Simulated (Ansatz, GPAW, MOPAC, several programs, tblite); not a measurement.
# What each method gives for FeBrI (Janus 2H monolayer)

FeBrI (Janus 2H monolayer), relaxed with r2SCAN in Ansatz, was computed with several methods. In-plane lattice: a = 3.648 Å, b = 3.648 Å, γ = 120.0°; thickness between the outer nuclei 3.14 Å. Fe has 3 I at 2.51 Å and 3 Br at 2.75 Å; Br has 3 Fe at 2.75 Å; I has 3 Fe at 2.51 Å. The cell comes from a prototype generator: it can be a known phase or a hypothetical one. Spin polarisation is off.

```
Fe Br I
1.0
     3.64828    0.00000    0.00000
    -1.82414    3.15950    0.00000
     0.00000    0.00000   30.50512
Fe Br I
1 1 1
Direct
  0.33333 0.66667 0.29067
  0.66667 0.33333 0.34869
  0.66667 0.33333 0.24574
```
Periodic in the plane only; c spans the vacuum.

Gaps and times are for a single point on this cell. Times are rough, from shared hosts (Arm Neoverse V2), and each method has its own mesh and cell size. PM6 (MOPAC), PM7 (MOPAC), GFN1-xTB (tblite), GFN2-xTB (tblite) treat a cluster of cells at its zone centre, which samples few k points: where these miss a band edge, the gap comes out too large for that reason alone. Gaps from k meshes are read at a limited set of points (mesh, symmetry points, PBE's band edges), so each method's own least gap may be somewhat smaller. xTB and the PM methods were fitted mostly to molecules, and can miss a solid's gap by electronvolts. Minimal bases can be far off for gaps. The open d shell was run without spin, which may not be the ground state of these methods, hybrids least of all. GLLB-SC's gap includes the derivative discontinuity. d marks a direct gap, i an indirect one (no mark: not told apart), a dash a value that wasn't computed or didn't pass its checks.

| method | kind | gap (eV) | atoms computed | processor time |
| --- | --- | --- | --- | --- |
| GFN1-xTB (tblite) | tight binding | 0.28 | 27 | 0.92 s |
| GFN2-xTB (tblite) | tight binding | 0.37 | 27 | 1.1 s |
| PBE/single zeta (GPAW) | small basis | 0.29 i | 3 | 4.8 s |
| light PBE (260 eV and a coarse mesh) | light plane-wave | 0.16 i | 3 | 5.5 s |
| PM7 (MOPAC) | semi-empirical | 7.26 | 27 | 5.8 s |
| PBE | semilocal | 0.19 i | 3 | 21 s |
| r2SCAN | semilocal | 0.66 d | 3 | 46 s |
| GLLB-SC (GPAW) | model potential | 0.96 | 3 | 71 s |
| PM6 (MOPAC) | semi-empirical | 5.16 | 27 | 77 s |

Spin-orbit coupling is left out, which matters wherever the heavy atoms make up the band edges.
